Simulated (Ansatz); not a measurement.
Runs of Ansatz 0.2.0 on Cu2B. It takes space group Fd-3m (No. 227, cubic). The conventional cell has a = 6.567 Å, b = 6.567 Å, c = 6.567 Å, α = 90.00°, β = 90.00°, γ = 90.00°. Cu (site symmetry -3m) is surrounded by 6 Cu at 2.32 Å. B (site symmetry -43m) is surrounded by 12 Cu at 2.72 Å and 4 B at 2.84 Å. The cell was built by a generator and needn't be a form met in nature.

```tsv
task	level	U	cell	hubbard projectors	double counting	target pressure (GPa)	gap on the mesh (eV)	pressure (GPa)
single point	PBEsol+U	Cu d U = 5 eV	as given	ortho-atomic (the default)	fll (the default)	-	none	-4.5
relaxation of cell and atoms	LDA	-	relaxed to 2 GPa	-	-	2	none	2.0
single point	PBEsol+U	Cu d U = 8 eV	as given	ortho-atomic (the default)	fll (the default)	-	none	(b)
relaxation of cell and atoms	LDA	-	relaxed to 5 GPa	-	-	5	none	5.0
relaxation of cell and atoms	LDA	-	relaxed to 20 GPa	-	-	20	none	20.0
single point	PBEsol+U	Cu d U = 6 eV	as given	ortho-atomic (the default)	fll (the default)	-	none	(a)
single point	PBEsol+U	Cu d U = 3 eV	as given	ortho-atomic (the default)	fll (the default)	-	none	-5.6
single point	PBEsol	-	as given	-	-	-	none	-6.9
```

Alike in all rows: potentials or basis Ansatz PAW; no spin polarisation; k mesh 5 × 5 × 5; cutoff (eV) 420; smearing fermi-dirac 0.05 eV.

**Question.** Estimate the missing entries.

**Answer.** (a) -3.9; (b) -2.7.

Caveats: the PAW data sets come from PBE, with cores solved anew for the run's functional, which leaves a small shift of forces and pressure; U without spin polarisation on a metal has little footing (some runs); the U is typed as a test and isn't derived for this compound (some runs); the plane-wave basis is chosen anew once the cell has moved, so the energies of steps on either side of that aren't comparable (some runs).

A gap of «none» marks a metal or a gap under the smearing width.
